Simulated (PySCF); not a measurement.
# C13H7N: NMR shifts at several levels of theory, part 2 of 2

PySCF 2.14.0. Atoms count from 0. Earlier steps stand in the parts before.

## 5. Shielding tensors: wB97X-D/pcSseg-1

The job: settings as JSON, then the geometry in Å.

```
{"job": {"kind": "nmr", "xc": "wB97X-D", "basis": "pcSseg-1", "pop": false}, "charge": 0, "multiplicity": 1}
N      4.126020    -1.147826    -0.408561
C      3.089755    -0.634454    -0.307247
C      1.806685    -0.040836    -0.181901
C      1.526265     1.305576    -0.161533
C      0.085144     1.479214    -0.017524
C     -0.779397     2.556066     0.064228
C     -2.169025     2.303407     0.205750
C     -2.691542     1.021450     0.264825
C     -1.827764    -0.105865     0.183995
C     -2.174431    -1.485851     0.227523
C     -1.186787    -2.451012     0.135237
C      0.190142    -2.125722    -0.005402
C      0.546820    -0.794457    -0.050415
C     -0.468071     0.179116     0.045208
H      2.264611     2.102873    -0.240546
H     -0.418857     3.586870     0.022755
H     -2.849537     3.155502     0.270140
H     -3.769330     0.876509     0.374311
H     -3.220713    -1.782913     0.334511
H     -1.470700    -3.505234     0.170900
H      0.935992    -2.921483    -0.074884
```

Method: GIAO wB97X-D/pcSseg-1 NMR shielding, non-relativistic, gas phase.

Output:

```text
coarse grid: 19520 points
cycle   1  E = -553.8808625568  dE =  3.504e+00  |g| = 5.362e-01  |ddm| = 5.349e+00
cycle   2  E = -553.8225792042  dE =  5.828e-02  |g| = 8.183e-01  |ddm| = 1.559e+00
cycle   3  E = -553.9645596574  dE = -1.420e-01  |g| = 6.509e-02  |ddm| = 8.066e-01
cycle   4  E = -553.9654049180  dE = -8.453e-04  |g| = 5.032e-02  |ddm| = 1.626e-01
cycle   5  E = -553.9660485574  dE = -6.436e-04  |g| = 9.950e-03  |ddm| = 7.111e-02
cycle   6  E = -553.9660776547  dE = -2.910e-05  |g| = 2.734e-03  |ddm| = 1.568e-02
cycle   7  E = -553.9660817004  dE = -4.046e-06  |g| = 1.347e-03  |ddm| = 5.343e-03
final grid: 194304 points
cycle   8  E = -554.0511808118  dE = -2.707e-04  |g| = 5.488e-03  |ddm| = 1.375e-01
cycle   9  E = -554.0511797390  dE =  1.073e-06  |g| = 6.305e-03  |ddm| = 1.367e-02
cycle  10  E = -554.0511878436  dE = -8.105e-06  |g| = 1.541e-03  |ddm| = 6.090e-03
cycle  11  E = -554.0511883031  dE = -4.594e-07  |g| = 6.646e-04  |ddm| = 2.238e-03
cycle  12  E = -554.0511884130  dE = -1.099e-07  |g| = 1.128e-04  |ddm| = 6.960e-04
cycle  13  E = -554.0511884200  dE = -6.982e-09  |g| = 6.148e-05  |ddm| = 2.725e-04
cycle  14  E = -554.0511884224  dE = -2.446e-09  |g| = 2.259e-05  |ddm| = 1.213e-04
cycle  15  E = -554.0511884230  dE = -5.948e-10  |g| = 7.896e-06  |ddm| = 7.627e-05
converged SCF energy = -554.0511884230

GIAO shielding tensors (ppm)
atom      isotropic    diamagn.    paramagn.     s11        s22        s33       span
  0 N      -62.431     341.706    -404.137   -229.546   -183.575    225.829    455.374
  1 C       63.608     258.098    -194.490    -56.402    -49.125    296.352    352.753
  2 C       65.011     258.558    -193.548    -30.381     90.075    135.338    165.719
  3 C       35.484     246.889    -211.406    -73.579     43.152    136.879    210.458
  4 C       43.508     256.075    -212.567    -45.361     19.230    156.655    202.016
  5 C       48.689     248.967    -200.278    -47.829     21.578    172.317    220.145
  6 C       50.933     255.496    -204.563    -58.120     39.834    171.087    229.207
  7 C       45.249     250.138    -204.889    -59.458     29.116    166.089    225.547
  8 C       52.011     253.447    -201.436    -21.087    -16.260    193.379    214.466
  9 C       47.228     250.872    -203.644    -56.911     32.440    166.155    223.067
 10 C       50.391     255.773    -205.382    -58.719     38.583    171.309    230.028
 11 C       51.151     249.364    -198.213    -43.718     21.358    175.812    219.530
 12 C       42.285     251.352    -209.067    -45.562     20.933    151.484    197.046
 13 C       52.989     257.364    -204.375    -20.881      1.935    177.912    198.793
 14 H       23.625      30.642      -7.017     20.760     22.506     27.609      6.849
 15 H       23.351      30.226      -6.875     18.797     24.132     27.125      8.328
 16 H       23.619      27.462      -3.843     19.190     24.924     26.743      7.554
 17 H       23.219      29.735      -6.515     18.652     23.848     27.158      8.506
 18 H       23.273      30.142      -6.869     18.639     24.078     27.103      8.464
 19 H       23.555      28.374      -4.820     19.049     24.854     26.760      7.712
 20 H       23.169      31.242      -8.073     18.289     23.807     27.410      9.121
```

Wall time 69 s (8 threads of Arm Neoverse V1, shared host).

This run: δ C3 149.1, C12 142.3, C4 141.0, C7 139.3, H20 8.21, H17 8.16 ppm.

## 6. Nuclear shieldings: KT2/pcSseg-1

Settings changed since step 5:

```diff
@@ -1,2 +1,2 @@
-{"job": {"kind": "nmr", "xc": "wB97X-D", "basis": "pcSseg-1", "pop": false}, "charge": 0, "multiplicity": 1}
+{"job": {"kind": "nmr", "xc": "KT2", "basis": "pcSseg-1", "pop": false}, "charge": 0, "multiplicity": 1}
 N      4.126020    -1.147826    -0.408561
```

Method: GIAO KT2/pcSseg-1 NMR shielding, non-relativistic, gas phase.

Output:

```text
coarse grid: 19520 points
cycle   1  E = -564.2221805755  dE =  2.334e+00  |g| = 5.743e-01  |ddm| = 5.492e+00
cycle   2  E = -563.9448898947  dE =  2.773e-01  |g| = 1.211e+00  |ddm| = 2.482e+00
cycle   3  E = -564.2717613511  dE = -3.269e-01  |g| = 4.042e-01  |ddm| = 1.800e+00
cycle   4  E = -564.3105294836  dE = -3.877e-02  |g| = 1.022e-01  |ddm| = 5.084e-01
cycle   5  E = -564.3125794757  dE = -2.050e-03  |g| = 5.587e-02  |ddm| = 1.917e-01
cycle   6  E = -564.3133931779  dE = -8.137e-04  |g| = 1.993e-02  |ddm| = 8.025e-02
cycle   7  E = -564.3135063879  dE = -1.132e-04  |g| = 6.527e-03  |ddm| = 3.267e-02
cycle   8  E = -564.3135168376  dE = -1.045e-05  |g| = 2.739e-03  |ddm| = 9.401e-03
cycle   9  E = -564.3135190631  dE = -2.226e-06  |g| = 7.375e-04  |ddm| = 4.000e-03
final grid: 194304 points
cycle  10  E = -564.2995180488  dE = -4.796e-04  |g| = 1.539e-02  |ddm| = 3.135e-01
cycle  11  E = -564.2994866339  dE =  3.141e-05  |g| = 1.808e-02  |ddm| = 4.808e-02
cycle  12  E = -564.2995659437  dE = -7.931e-05  |g| = 7.002e-03  |ddm| = 3.717e-02
cycle  13  E = -564.2995801148  dE = -1.417e-05  |g| = 2.206e-03  |ddm| = 1.062e-02
cycle  14  E = -564.2995815508  dE = -1.436e-06  |g| = 7.484e-04  |ddm| = 3.743e-03
cycle  15  E = -564.2995817002  dE = -1.494e-07  |g| = 2.150e-04  |ddm| = 1.026e-03
cycle  16  E = -564.2995817069  dE = -6.727e-09  |g| = 1.477e-04  |ddm| = 3.423e-04
cycle  17  E = -564.2995817120  dE = -5.087e-09  |g| = 4.852e-05  |ddm| = 1.718e-04
cycle  18  E = -564.2995817126  dE = -6.005e-10  |g| = 1.457e-05  |ddm| = 6.501e-05
converged SCF energy = -564.2995817126

GIAO shielding tensors (ppm)
atom      isotropic    diamagn.    paramagn.     s11        s22        s33       span
  0 N      -45.138     342.683    -387.821   -197.189   -154.275    216.049    413.238
  1 C       71.873     258.428    -186.556    -36.315    -30.641    282.574    318.889
  2 C       75.765     257.725    -181.960      0.688     93.531    133.075    132.386
  3 C       50.040     246.422    -196.382    -38.701     53.546    135.275    173.976
  4 C       51.892     253.090    -201.199    -24.175     25.544    154.306    178.481
  5 C       60.254     248.980    -188.726    -23.593     36.689    167.665    191.258
  6 C       59.746     255.329    -195.583    -37.417     50.017    166.637    204.054
  7 C       57.092     250.084    -192.992    -34.119     43.377    162.018    196.137
  8 C       62.065     250.592    -188.527     -2.028     -0.610    188.832    190.860
  9 C       58.688     250.833    -192.144    -31.797     45.554    162.309    194.106
 10 C       59.545     255.668    -196.123    -37.280     49.060    166.857    204.137
 11 C       62.169     249.890    -187.721    -20.184     35.112    171.577    191.761
 12 C       51.033     248.531    -197.498    -24.107     28.363    148.844    172.951
 13 C       63.902     255.160    -191.258     -2.031     18.007    175.730    177.761
 14 H       23.904      31.131      -7.227     21.151     23.342     27.219      6.068
 15 H       23.551      30.556      -7.005     19.060     24.739     26.854      7.794
 16 H       23.735      27.417      -3.682     19.466     25.351     26.388      6.923
 17 H       23.511      30.100      -6.589     19.176     24.466     26.892      7.715
 18 H       23.557      30.436      -6.879     19.160     24.698     26.813      7.653
 19 H       23.674      28.305      -4.631     19.308     25.316     26.398      7.090
 20 H       23.344      31.694      -8.350     18.526     24.388     27.117      8.592
```

Run time: 36 s. Hardware: 8 threads of Arm Neoverse V1, shared host.

Key values: δ C3 133.2, C12 132.2, C4 131.3, C7 126.1, H20 7.84, H17 7.67 ppm.

## 7. NMR shieldings: HF/pcSseg-1

Settings changed since step 6:

```diff
@@ -1,2 +1,2 @@
-{"job": {"kind": "nmr", "xc": "KT2", "basis": "pcSseg-1", "pop": false}, "charge": 0, "multiplicity": 1}
+{"job": {"kind": "nmr", "xc": "HF", "basis": "pcSseg-1", "pop": false}, "charge": 0, "multiplicity": 1}
 N      4.126020    -1.147826    -0.408561
```

Level: GIAO HF/pcSseg-1 NMR shielding, non-relativistic, gas phase.

Output:

```text
final grid: 194304 points
cycle   1  E = -550.4870150924  dE =  4.838e+00  |g| = 7.550e-01  |ddm| = 5.252e+00
cycle   2  E = -550.6387108110  dE = -1.517e-01  |g| = 4.930e-01  |ddm| = 1.379e+00
cycle   3  E = -550.6885247370  dE = -4.981e-02  |g| = 1.774e-01  |ddm| = 6.769e-01
cycle   4  E = -550.6973126316  dE = -8.788e-03  |g| = 3.411e-02  |ddm| = 2.840e-01
cycle   5  E = -550.6976973225  dE = -3.847e-04  |g| = 1.138e-02  |ddm| = 6.259e-02
cycle   6  E = -550.6977506123  dE = -5.329e-05  |g| = 4.467e-03  |ddm| = 2.327e-02
cycle   7  E = -550.6977665138  dE = -1.590e-05  |g| = 1.907e-03  |ddm| = 1.259e-02
cycle   8  E = -550.6977698509  dE = -3.337e-06  |g| = 6.648e-04  |ddm| = 5.554e-03
cycle   9  E = -550.6977704552  dE = -6.043e-07  |g| = 3.590e-04  |ddm| = 2.286e-03
cycle  10  E = -550.6977705559  dE = -1.008e-07  |g| = 1.448e-04  |ddm| = 9.281e-04
cycle  11  E = -550.6977705800  dE = -2.410e-08  |g| = 7.635e-05  |ddm| = 4.312e-04
cycle  12  E = -550.6977705868  dE = -6.779e-09  |g| = 3.641e-05  |ddm| = 2.133e-04
cycle  13  E = -550.6977705888  dE = -1.980e-09  |g| = 1.650e-05  |ddm| = 1.117e-04
cycle  14  E = -550.6977705892  dE = -3.909e-10  |g| = 5.561e-06  |ddm| = 5.999e-05
converged SCF energy = -550.6977705892

GIAO shielding tensors (ppm)
atom      isotropic    diamagn.    paramagn.     s11        s22        s33       span
  0 N      -69.933     339.413    -409.346   -240.365   -182.514    213.080    453.445
  1 C       70.781     259.180    -188.399    -55.915    -48.610    316.869    372.784
  2 C       72.856     256.550    -183.693    -38.918    108.204    149.282    188.199
  3 C       38.165     247.472    -209.307    -86.371     53.010    147.855    234.226
  4 C       53.006     257.201    -204.195    -46.067     35.757    169.329    215.395
  5 C       52.967     249.643    -196.676    -51.794     29.131    181.564    233.357
  6 C       59.053     256.034    -196.981    -56.198     52.941    180.418    236.616
  7 C       49.432     250.748    -201.316    -65.411     38.157    175.549    240.960
  8 C       57.998     254.465    -196.467    -18.195    -11.292    203.482    221.677
  9 C       52.683     251.194    -198.511    -61.350     43.789    175.609    236.960
 10 C       57.870     256.056    -198.186    -58.237     51.234    180.612    238.849
 11 C       56.335     249.203    -192.869    -46.164     30.473    184.695    230.859
 12 C       51.167     251.511    -200.343    -47.073     35.334    165.242    212.315
 13 C       57.645     257.234    -199.589    -22.677      5.136    190.475    213.153
 14 H       23.524      30.397      -6.872     20.002     22.591     27.980      7.979
 15 H       23.457      30.269      -6.812     18.225     24.692     27.454      9.229
 16 H       23.926      27.992      -4.066     18.715     25.888     27.174      8.459
 17 H       23.272      29.812      -6.540     17.955     24.511     27.349      9.393
 18 H       23.375      30.269      -6.894     17.960     24.843     27.323      9.363
 19 H       23.841      28.827      -4.986     18.578     25.819     27.127      8.549
 20 H       23.297      31.058      -7.761     17.663     24.528     27.699     10.036
```

It took 36 s on 8 threads of Arm Neoverse V1, shared host.

In short: δ C3 152.7, C7 141.4, C12 139.7, C9 138.2, H17 8.41, H20 8.39 ppm.

## 8. Side by side: NMR shifts

Shifts (ppm) of some atoms, chosen among heavy atoms and hydrogens apart, with basis size and wall time:

```
             run     C3     C7     C5    C13   H17   H14     N0  functions  time
   PBE0/pcSseg-1  146.5  137.7  134.4  129.9  8.10  7.65  331.4        273  55 s
    PBE/pcSseg-1  142.6  134.8  131.4  128.0  7.86  7.39  331.3        273  36 s
wB97X-D/pcSseg-1  149.1  139.3  135.8  131.5  8.16  7.75  326.4        273  69 s
    KT2/pcSseg-1  133.2  126.1  123.0  119.3  7.67  7.28  309.4        273  36 s
     HF/pcSseg-1  152.7  141.4  137.9  133.2  8.41  8.16  335.7        273  36 s
```

## 9. Summary of results

What follows sums up all 2 parts.

| quantity | value |
| --- | --- |
| point group | Cs |
| rotational constants (main isotopes) | 1.27, 0.65, 0.43 GHz |
| 13C shifts against TMS (PBE0/pcSseg-1) | 146.5, 141.8, 140.8, 137.7, 135.9, 134.4, 133.7, 133.3, 132.2, 131.3, 129.9, 121.0, 117.7 ppm |
| 1H shifts against TMS (PBE0/pcSseg-1) | 8.17, 8.10, 8.05, 7.99, 7.83, 7.77, 7.65 ppm |
| 15N shifts against NH3 (PBE0/pcSseg-1) | 331.4 ppm |
| range of the shift of N0 | 309.4 to 335.7 ppm |

Single values in the summary come from the first run of each kind that ended normally (PBE0/pcSseg-1), which need not be the best level. Over 5 steps the energy fell by 0.066 eV; of the close pairs, C1–C2 changed most, 1.399 to 1.419 Å. No frequency check was run at this level, so the end point may be a saddle. At PBE0/pcSseg-1: The widest tensor belongs to N0: span 448 ppm, with a paramagnetic part of -407 ppm. NICS(1)zz of -24 ppm above the planar ring from C4 marks a diatropic (aromatic) ring current. NICS(1)zz of -24 ppm above the planar ring from C8 marks a diatropic (aromatic) ring current. Across the 5 runs the shift of N0 moves most, between 309.4 (KT2/pcSseg-1) and 335.7 ppm (HF/pcSseg-1).
